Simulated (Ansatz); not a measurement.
# CoPdO2: the cost of one run

Program: Ansatz 0.2.0 through its Python package. Level of theory: DFT PBE+U+D4, plane waves, PAW. These are calculated values, not measurements.

## (1) The system

It takes space group R-3m (No. 166, trigonal). Conventional cell: a = 2.863 Å, b = 2.863 Å, c = 17.873 Å, α = 90.00°, β = 90.00°, γ = 120.00°. Around Co (site symmetry -3m) lie 6 O at 1.92 Å. Pd (site symmetry -3m) is surrounded by 2 O at 2.01 Å. O (site symmetry 3m) has 3 Co at 1.92 Å and 1 Pd at 2.01 Å in its first shell of neighbours.

The script holds or builds the structure itself.

## (2) The script

Input file pdos.py:

```python
'''Which atoms and shells make the states of CoPdO2.'''

import warnings

import ansatz as az
import matplotlib.pyplot as plt
import numpy as np


def main() -> None:
    warnings.simplefilter('ignore', az.DeckWarning)

    cell = (
        az.Lattice.from_parameters(2.86337981, 2.86337981, 17.87331473, alpha=90, beta=90, gamma=120)
        .space_group(166)
        .atom('Co', (1 / 3, 2 / 3, 1 / 6))
        .atom('Pd', (0.0, 0.0, 0.0))
        .atom('O', (2 / 3, 1 / 3, 0.22085733))
        .primitive()
        .moments(Co=1.8)
    )

    base = (
        cell.calculation()
        .functional('PBE', dispersion='d4')
        .basis(550)
        .kpoints(mesh=(12, 12, 12))
        .occupations('fermi_dirac', width=0.15)
        .spin('collinear')
        .hubbard('Co', 'd', u_eff=2.0)
        .scf(extra_bands=14)
        .density_of_states(projected=True, energy_step=0.05)
    )
    planned = base.session().plan(threads=1)
    facts = planned.describe()
    print('plan:', facts['n_bands'], 'bands,', len(facts['kpoints_frac']), 'k-points, plane waves', facts['n_pw_range'], 'grid', facts['fft_dense'])
    done = planned.execute()
    report = done.report

    dos = done.density_of_states()
    energy = np.asarray(dos.energies_ev) - dos.fermi_ev
    curves = {}
    for site in done.projected_density_of_states().sites:
        for shell in site.shells:
            weight = sum(np.sum(curve.g_bin_mean_per_ev, axis=0) for curve in shell.curves)
            name = f'{site.species} {shell.label}'
            curves[name] = curves.get(name, 0) + weight

    window = (energy > -8) & (energy < 4)
    fig, ax = plt.subplots(figsize=(5.5, 3.5))
    for name, g in curves.items():
        if g[window].max() > 0.05:
            ax.plot(energy[window], g[window], label=name, lw=1)
            print(f'{name:8s} peak {g[window].max():7.3f} states/eV at {energy[window][g[window].argmax()]:6.2f} eV')
    ax.set(xlabel='E - E_F (eV)', ylabel='states/eV')
    ax.legend(fontsize=7)
    fig.tight_layout()
    fig.savefig('pdos.png', dpi=100)


if __name__ == '__main__':
    main()
```

## (3) The input behind the calls

The engine receives this input:

```yaml
crystal:
  lattice:
    a: 2.86337981
    b: 2.86337981
    c: 17.87331473
    alpha: 90.0
    beta: 90.0
    gamma: 120.0
  space_group: 166
  atoms:
    - { symbol: Co, position: [0.3333333333333333, 0.6666666666666666, 0.16666666666666666] }
    - { symbol: Pd, position: [0.0, 0.0, 0.0] }
    - { symbol: O, position: [0.6666666666666666, 0.3333333333333333, 0.22085733] }
  reduce_to_primitive: true
basis:
  ecutwfc: 550.0
kpoints:
  mp_grid:
    grid: [12, 12, 12]
hamiltonian:
  xc: pbe
  dispersion: d4
  hubbard:
    - { species: Co, l: d, u_eff: 2.0 }
magnetization:
  spin_polarized: true
  per_species:
    Co: 1.8
scf:
  n_extra_bands: 14
  occupations:
    method: fermi_dirac
    width: 0.15
output:
  dos:
    de: 0.05
    projected: true
```

## (4) The run

Started as:

```console
$ python pdos.py
```

Q: Estimate wall time and peak memory on 1 thread of Arm Neoverse V1, shared host.

About 11 min, with a peak of 2.3 GiB.
